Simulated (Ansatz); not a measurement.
# C2H9GeNSi2: comparison of dispersion corrections

Aim: a comparison of dispersion corrections, for C2H9GeNSi2, run from a script.

All numbers are computed with Ansatz 0.2.0 through its Python package. The levels of theory stand in the script.

### 1 The system

Bond lengths: C1–Ge2 1.944 Å, Ge2–C3 1.893 Å, C3–N4 1.157 Å, Ge2–Si5 2.311 Å, Si5–Si6 2.232 Å, C1–H7 1.109 Å, C1–H8 1.109 Å, C1–H9 1.109 Å, Ge2–H10 1.550 Å, Si5–H11 1.470 Å, Si5–H12 1.470 Å, Si6–H13 1.470 Å, Si6–H14 1.470 Å, Si6–H15 1.470 Å. Angles (14 of 25 angles, heavy atoms first): C1–Ge2–C3 109.6°, C1–Ge2–Si5 109.3°, C3–Ge2–Si5 109.2°, Ge2–C3–N4 179.9°, Ge2–Si5–Si6 109.0°, C1–Ge2–H10 109.7°, C3–Ge2–H10 109.6°, Si5–Ge2–H10 109.5°, Ge2–C1–H7 109.5°, Ge2–C1–H8 109.4°, Ge2–C1–H9 109.4°, Ge2–Si5–H11 109.5°, Ge2–Si5–H12 109.4°, Si6–Si5–H11 109.7°.

No structure file is read: the coordinates are typed or built in the script.

### 2 The script

Contents of disp_c2h9gensi2.py:

```python
'''Size of D3 and D4 in C2H9GeNSi2.'''

import ansatz as az

GEOMETRY = '''
C    -2.38950   -1.13720   -0.07780
Ge   -0.84640   -0.10260   -0.64910
C    -1.26520    1.74300   -0.59480
N    -1.52030    2.87110   -0.56100
Si    0.92290   -0.52110    0.77710
Si    2.66140    0.73740    0.16450
H    -3.24180   -0.93600   -0.75860
H    -2.66510   -0.84770    0.95700
H    -2.13970   -2.21760   -0.10570
H    -0.45350   -0.50420   -2.09330
H     1.28930   -1.94300    0.70190
H     0.53150   -0.18150    2.15290
H     2.27870    2.15560    0.22980
H     3.04570    0.39680   -1.21320
H     3.79200    0.48690    1.07040
'''

c2h9gensi2 = az.Crystal.molecule()
for line in GEOMETRY.strip().splitlines():
    symbol, *xyz = line.split()
    c2h9gensi2 = c2h9gensi2.atom(symbol, [float(v) for v in xyz])

setup = c2h9gensi2.calculation().basis(gaussian='def2-SVP')
for name in ['revpbe', 'pbe0']:
    for correction in ('d3bj', 'd4'):
        report = setup.functional(name, dispersion=correction).run(threads=1, backend='cpu').report
        print(f'{name:8s} {correction:5s} total {report["free_energy_ev"]:.5f} eV, of which dispersion {1000 * report["dispersion"]["energy"]["ev"]:.2f} meV')
```

### 3 What the engine is handed

The engine receives this input (first run):

```yaml
crystal:
  periodic: [false, false, false]
  atoms:
    - { symbol: C, position_ang: [-2.3895, -1.1372, -0.0778] }
    - { symbol: Ge, position_ang: [-0.8464, -0.1026, -0.6491] }
    - { symbol: C, position_ang: [-1.2652, 1.743, -0.5948] }
    - { symbol: "N", position_ang: [-1.5203, 2.8711, -0.561] }
    - { symbol: Si, position_ang: [0.9229, -0.5211, 0.7771] }
    - { symbol: Si, position_ang: [2.6614, 0.7374, 0.1645] }
    - { symbol: H, position_ang: [-3.2418, -0.936, -0.7586] }
    - { symbol: H, position_ang: [-2.6651, -0.8477, 0.957] }
    - { symbol: H, position_ang: [-2.1397, -2.2176, -0.1057] }
    - { symbol: H, position_ang: [-0.4535, -0.5042, -2.0933] }
    - { symbol: H, position_ang: [1.2893, -1.943, 0.7019] }
    - { symbol: H, position_ang: [0.5315, -0.1815, 2.1529] }
    - { symbol: H, position_ang: [2.2787, 2.1556, 0.2298] }
    - { symbol: H, position_ang: [3.0457, 0.3968, -1.2132] }
    - { symbol: H, position_ang: [3.792, 0.4869, 1.0704] }
basis:
  gaussian:
    orbitals: def2-SVP
hamiltonian:
  xc: revpbe
  dispersion: d3bj
```

### 4 The run

Command:

```console
$ python disp_c2h9gensi2.py
```

What it wrote:

```text
revpbe   d3bj  total -75961.06318 eV, of which dispersion -941.81 meV
revpbe   d4    total -75961.14300 eV, of which dispersion -1021.63 meV
pbe0     d3bj  total -75951.04367 eV, of which dispersion -380.79 meV
pbe0     d4    total -75951.01044 eV, of which dispersion -347.57 meV
```

It took 35 s on 1 thread of Arm Neoverse V2, shared host; peak memory 0.48 GiB.

### 5 Inputs of later runs

The engine's inputs for the other runs:

Run 2, against run 1:

```diff
@@ -24 +24 @@
-  dispersion: d3bj
+  dispersion: d4
```

Run 3, against run 1:

```diff
@@ -23 +23 @@
-  xc: revpbe
+  xc: pbe0
```

Run 4, against run 1:

```diff
@@ -23,2 +23,2 @@
-  xc: revpbe
-  dispersion: d3bj
+  xc: pbe0
+  dispersion: d4
```

### 6 Run by run

From the records of these 4 runs:

```tsv
run	functional	dispersion	energy (eV)	SCF cycles	CPU time (s)
1	revpbe	d3bj	-75961.0632	19	6.9
2	revpbe	d4	-75961.1430	19	6.9
3	pbe0	d3bj	-75951.0437	17	10
4	pbe0	d4	-75951.0104	17	10
```

Totals under unlike functionals or potentials can't be compared directly.

### 7 Outcome

| quantity | value |
| --- | --- |
| dispersion energy | -1021.63 to -347.57 meV |
| runs compared | 4 |

The dispersion term depends on the functional it is damped for, so it isn't a property of the molecule alone. All 4 runs converged, in 17 to 19 cycles. The geometry is a force-field or estimated start, not a minimum of this method, and the basis set is short of its limit. D4 holds the three-body term, and d3bj doesn't.
